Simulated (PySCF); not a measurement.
# C₄H₆BrFO₂: magnetic properties

Wanted: magnetic properties for C₄H₆BrFO₂ (`COC[C@H](F)C(=O)Br`).

Computed with PySCF 2.14.0 and routines of our own; the level stands in each step. Atoms count from 0.

## 1. The system as given

14 atoms, charge 0, multiplicity 1; geometry from: GFN2-xTB.

## 2. Magnetic properties: GIAO CAM-B3LYP/pcSseg-1

Job settings and geometry (Å):

```
{"job": {"kind": "mag", "xc": "CAM-B3LYP", "basis": "pcSseg-1", "isotopologues": 2}, "charge": 0, "multiplicity": 1}
C     -1.961851     0.873553    -0.014068
O     -0.638853     0.530556     0.322756
C     -0.191846    -0.638019    -0.314471
C      1.224173    -0.939073     0.193717
F      1.169889    -1.670642     1.348864
C      1.952162     0.352453     0.466615
O      2.352026     0.795539     1.476365
Br     2.231880     1.311769    -1.208634
H     -2.186661     1.790272     0.525596
H     -2.060728     1.045784    -1.092095
H     -2.661094     0.086638     0.290238
H     -0.837789    -1.495220    -0.073332
H     -0.174588    -0.504022    -1.406855
H      1.782603    -1.540061    -0.536862
```

Method: GIAO CAM-B3LYP/pcSseg-1 magnetisability, rotational g tensor and spin-rotation constants, non-relativistic, gas phase.

On the command line:

```sh
> OMP_NUM_THREADS=1 python excited_run.py task.json out
```

This one command runs all jobs of the session in turn.

Standard output:

```text
coarse grid: 58544 points
cycle   1  E = -2979.8644348897  dE =  1.623e-01  |g| = 1.329e+00  |ddm| = 3.301e+00
cycle   2  E = -2979.3850533922  dE =  4.794e-01  |g| = 2.075e+00  |ddm| = 2.003e+00
cycle   3  E = -2980.1077565688  dE = -7.227e-01  |g| = 2.974e-01  |ddm| = 1.469e+00
cycle   4  E = -2980.1200222427  dE = -1.227e-02  |g| = 1.353e-01  |ddm| = 2.628e-01
cycle   5  E = -2980.1229339493  dE = -2.912e-03  |g| = 2.563e-02  |ddm| = 9.129e-02
cycle   6  E = -2980.1230302842  dE = -9.633e-05  |g| = 5.855e-03  |ddm| = 1.927e-02
cycle   7  E = -2980.1230395730  dE = -9.289e-06  |g| = 2.099e-03  |ddm| = 7.431e-03
final grid: 124160 points
cycle   8  E = -2980.1230273956  dE = -6.901e-07  |g| = 2.396e-03  |ddm| = 5.378e-03
cycle   9  E = -2980.1230267473  dE =  6.483e-07  |g| = 3.218e-03  |ddm| = 4.617e-03
cycle  10  E = -2980.1230287226  dE = -1.975e-06  |g| = 3.850e-04  |ddm| = 2.719e-03
cycle  11  E = -2980.1230287578  dE = -3.517e-08  |g| = 1.412e-04  |ddm| = 3.401e-04
cycle  12  E = -2980.1230287671  dE = -9.308e-09  |g| = 6.424e-05  |ddm| = 3.088e-04
cycle  13  E = -2980.1230287682  dE = -1.072e-09  |g| = 1.122e-05  |ddm| = 1.079e-04
cycle  14  E = -2980.1230287682  dE = -2.137e-11  |g| = 2.551e-06  |ddm| = 1.074e-05
converged SCF energy = -2980.1230287682

Magnetisability tensor (1e-30 J/T^2)
    -1346.73       65.20       45.69
       65.20    -1289.19      105.40
       45.69      105.40    -1266.35
isotropic -1300.76   principal values   -1397.33  -1362.78  -1142.17
isotropic susceptibility -78.333 1e-6 cm^3/mol

Inertial axes            a          b          c
rot. const./GHz      1.6889     1.0048     0.7566
chi total           -81.041    -83.227    -70.732
chi diamagnetic    -791.668  -1195.571  -1561.788
chi paramagnetic    710.627   1112.344   1491.057
quadrupole/D A        1.590     -0.353     -1.237
g nuclear            0.5454     0.5157     0.5187
g electronic        -0.5638    -0.5251    -0.5300
g total             -0.0185    -0.0094    -0.0113

Spin-rotation constants (kHz, H = +C I.J)
atom  isotope        aa         bb         cc
  4    19F        0.791      0.638      0.433
  7   79Br        2.516      1.933      2.546
  8     1H       -0.179     -0.096      0.035
  9     1H       -0.141     -0.036     -0.036
 10     1H        0.054     -0.108     -0.069
 11     1H        0.064     -0.102     -0.075
 12     1H       -0.127     -0.032     -0.036
 13     1H       -0.142     -0.106      0.034
  0    13C*       0.360      0.164      0.187
  1    17O*      -0.116     -0.073     -0.040
  2    13C*       0.428      0.236      0.169
  3    13C*       0.399      0.264      0.230
  5    13C*       0.835      0.384      0.239
  6    17O*      -0.855     -0.423     -0.582
* in the singly substituted isotopologue

Isotopologues: g along a, b, c
2H    at 8,9,10,11,12,1    -0.0178    -0.0084    -0.0107
13C   at 0                 -0.0184    -0.0092    -0.0112
```

Run time: 63 s. Hardware: 1 thread of Arm Neoverse V1, shared host; peak memory 1.1 GiB.

From this job:

```csv
quantity,value
magnetisability,-1301·10⁻³⁰ J/T²
molar susceptibility,-78.3·10⁻⁶ cm³/mol
"rotational g (a, b, c)","-0.0185, -0.0094, -0.0113"
```

The fields below are evaluated on a grid from the run's orbitals.

Frontier orbitals at CAM-B3LYP/pcSseg-1, with the share of their density that lies nearest to each atom:

```csv
orbital,energy (eV),lies on
HOMO,-9.47,O1 51 %; Br7 16 %
LUMO,0.08,C5 47 %; O6 30 %; Br7 7 %
```

ELF in a plane through or near 5 of the atoms.

Ten even steps from '0' (0.00) to '9' (1.00):
```
0000000000000000000000000000
0000000000000000000000000000
0000000000000000000000000000
0000000001110000000000000000
0000000000111000000000000000
0000000001100000000365200000
0000001234420013201688620000
0000013532530178612798630000
0000014512530288774266200000
0000002489941274484824100000
0000000265476478644798620000
0000000242578545203999970000
0000000024344699700799960000
0000000001102899930167410000
0000000001001799950000000000
0000000000000499820000000000
0000000000000023100000000000
0000000000000000000000000000
0000000000000000000000000000
0000000000000000000000000000
```
The map spans 10.3 Å across and 8.9 Å up, centred on the molecule. Atoms in the plane (x, y in Å): C0 (2.1, 0.3), O1 (0.7, 0.3), C3 (-1.4, -0.6), C5 (-1.8, 0.9), H11 (0.4, -1.7).

log10 of the density (e/Å³) in the same plane.

Ten even steps from ' ' (-4.0) to '@' (1.4):
```
                                                        
              ....::....                                
          ..::::------::::..                            
        ::::----========--::....    ........            
      ..::--======++====----::::..::::::::::::..        
      ::--====++++++++++==------------======--::..      
      ::--==++********++======++++==++++++++==--::..    
    ..::====****######**++++****************++==--..    
    ..::--==****##@@##**++**##%%%%####%%##**++==--..    
      ::--==++**######******%%%%%%####@@##**++==--..    
      ..----++++############################++==--..    
      ..::--==++##%%@@##########**++**####**++==--..    
      ..::--==++**####****######**++==++++++====::..    
        ::--==++++****++++**####**++========--::..      
        ..::--====++++==++++****++==------::::..        
          ..::::----------========--::::......          
              ..::::::::::--------::....                
                          ........                      
                                                        
                                                        
```
The map spans 10.3 Å across and 8.9 Å up, centred on the molecule. Atoms in the plane (x, y in Å): C0 (2.1, 0.3), O1 (0.7, 0.3), C3 (-1.4, -0.6), C5 (-1.8, 0.9), H11 (0.4, -1.7).

On the surface of density 0.002 e/bohr³ the electrostatic potential runs, from the 1st to the 99th percentile, from -1.30 V near O6 to 1.51 V near H13.

## 3. Magnetic properties: GIAO PW91/pcSseg-0

Settings changed since step 2:

```diff
@@ -1,2 +1,2 @@
-{"job": {"kind": "mag", "xc": "CAM-B3LYP", "basis": "pcSseg-1", "isotopologues": 2}, "charge": 0, "multiplicity": 1}
+{"job": {"kind": "mag", "xc": "PW91", "basis": "pcSseg-0", "scf": {"damp": 0.1, "aux": "def2-qzvpp-jkfit"}}, "charge": 0, "multiplicity": 1}
 C     -1.961851     0.873553    -0.014068
```

Method: GIAO PW91/pcSseg-0 magnetisability, rotational g tensor and spin-rotation constants, non-relativistic, gas phase.

Standard output:

```text
damping 0.10 in the first 6 cycles
final grid: 124160 points
cycle   1  E = -2976.4582834993  dE = -6.009e-01  |g| = 1.076e+00  |ddm| = 3.976e+00
cycle   2  E = -2974.9376791836  dE =  1.521e+00  |g| = 2.894e+00  |ddm| = 4.419e+00
cycle   3  E = -2973.3164605209  dE =  1.621e+00  |g| = 4.134e+00  |ddm| = 6.273e+00
cycle   4  E = -2958.2788663374  dE =  1.504e+01  |g| = 7.357e+00  |ddm| = 2.537e+01
cycle   5  E = -2921.7341990060  dE =  3.654e+01  |g| = 9.792e+00  |ddm| = 3.205e+01
cycle   6  E = -2869.3558417390  dE =  5.238e+01  |g| = 1.008e+01  |ddm| = 1.334e+02
cycle   7  E = -2701.0804769015  dE =  1.683e+02  |g| = 1.748e+01  |ddm| = 1.625e+02
cycle   8  E = -2933.2999630353  dE = -2.322e+02  |g| = 1.059e+01  |ddm| = 9.519e+01
cycle   9  E = -2961.4439693299  dE = -2.814e+01  |g| = 5.662e+00  |ddm| = 2.420e+01
cycle  10  E = -2952.0313836759  dE =  9.413e+00  |g| = 7.038e+00  |ddm| = 2.627e+01
cycle  11  E = -2972.0084053939  dE = -1.998e+01  |g| = 3.678e+00  |ddm| = 1.852e+01
cycle  12  E = -2975.7394801091  dE = -3.731e+00  |g| = 1.813e+00  |ddm| = 6.954e+00
cycle  13  E = -2976.3832885575  dE = -6.438e-01  |g| = 1.086e+00  |ddm| = 3.777e+00
cycle  14  E = -2976.4259458836  dE = -4.266e-02  |g| = 1.021e+00  |ddm| = 1.684e+00
cycle  15  E = -2976.5800792489  dE = -1.541e-01  |g| = 6.403e-01  |ddm| = 1.325e+00
cycle  16  E = -2976.6688739994  dE = -8.879e-02  |g| = 2.349e-01  |ddm| = 1.033e+00
cycle  17  E = -2976.6772080679  dE = -8.334e-03  |g| = 1.499e-01  |ddm| = 4.104e-01
cycle  18  E = -2976.6823937715  dE = -5.186e-03  |g| = 4.346e-02  |ddm| = 2.387e-01
cycle  19  E = -2976.6828419426  dE = -4.482e-04  |g| = 9.515e-03  |ddm| = 6.088e-02
cycle  20  E = -2976.6828585345  dE = -1.659e-05  |g| = 4.032e-03  |ddm| = 1.377e-02
cycle  21  E = -2976.6828621214  dE = -3.587e-06  |g| = 3.430e-04  |ddm| = 5.346e-03
cycle  22  E = -2976.6828621399  dE = -1.850e-08  |g| = 2.183e-04  |ddm| = 9.012e-04
cycle  23  E = -2976.6828621498  dE = -9.844e-09  |g| = 1.080e-04  |ddm| = 4.333e-04
cycle  24  E = -2976.6828621519  dE = -2.188e-09  |g| = 3.003e-05  |ddm| = 1.580e-04
cycle  25  E = -2976.6828621522  dE = -2.337e-10  |g| = 4.799e-06  |ddm| = 5.559e-05
converged SCF energy = -2976.6828621522

Magnetisability tensor (1e-30 J/T^2)
    -1314.33       53.44       45.62
       53.44    -1270.38      109.89
       45.62      109.89    -1235.05
isotropic -1273.25   principal values   -1367.83  -1334.97  -1116.96
isotropic susceptibility -76.677 1e-6 cm^3/mol

Inertial axes            a          b          c
rot. const./GHz      1.6889     1.0048     0.7566
chi total           -79.898    -81.207    -68.926
chi diamagnetic    -791.112  -1195.442  -1561.344
chi paramagnetic    711.213   1114.235   1492.418
quadrupole/D A        1.284      0.068     -1.352
g nuclear            0.5454     0.5157     0.5187
g electronic        -0.5643    -0.5260    -0.5305
g total             -0.0189    -0.0103    -0.0118

Spin-rotation constants (kHz, H = +C I.J)
atom  isotope        aa         bb         cc
  4    19F        0.978      0.832      0.380
  7   79Br        2.788      2.092      2.745
  8     1H       -0.191     -0.105      0.031
  9     1H       -0.158     -0.044     -0.042
 10     1H        0.044     -0.119     -0.076
 11     1H        0.052     -0.111     -0.084
 12     1H       -0.139     -0.039     -0.043
 13     1H       -0.149     -0.110      0.027
  0    13C*       0.354      0.160      0.188
  1    17O*      -0.123     -0.080     -0.048
  2    13C*       0.438      0.237      0.169
  3    13C*       0.406      0.268      0.231
  5    13C*       0.829      0.388      0.259
  6    17O*      -0.875     -0.439     -0.598
* in the singly substituted isotopologue
```

Wall time 28 s (1 thread of Arm Neoverse V1, shared host); peak memory 0.59 GiB.

From this job:

```csv
quantity,value
magnetisability,-1273·10⁻³⁰ J/T²
molar susceptibility,-76.7·10⁻⁶ cm³/mol
"rotational g (a, b, c)","-0.0189, -0.0103, -0.0118"
```

## 4. Magnetic properties side by side

```csv
level,ξ (10⁻³⁰ J/T²),g(a),g(b),gap (eV),functions,time
GIAO CAM-B3LYP/pcSseg-1,-1301,-0.0185,-0.0094,9.55,190,63 s
GIAO PW91/pcSseg-0,-1273,-0.0189,-0.0103,3.94,100,28 s
```

## 5. What came out

| quantity | value |
| --- | --- |
| magnetisability (step 2, GIAO CAM-B3LYP/pcSseg-1) | -1301·10⁻³⁰ J/T² |
| molar susceptibility (step 2, GIAO CAM-B3LYP/pcSseg-1) | -78.3·10⁻⁶ cm³/mol |
| rotational g (a, b, c) (step 2, GIAO CAM-B3LYP/pcSseg-1) | -0.0185, -0.0094, -0.0113 |
| surface potential, 1st and 99th percentile | -1.30 V and 1.51 V |
| magnetisability over the levels | -1301 to -1273·10⁻³⁰ J/T² |

In words: Steps that list no spin-orbit terms leave them out, which matters at and beside the heavy atoms. The magnetisability spreads by 2.1 % over 2 levels, from GIAO CAM-B3LYP/pcSseg-1 (63 s) to GIAO PW91/pcSseg-0 (28 s); the runs took 28 s to 63 s. Two levels can agree by chance, so this spread shows no convergence. Vibrational averaging and real surroundings are missing from these values.
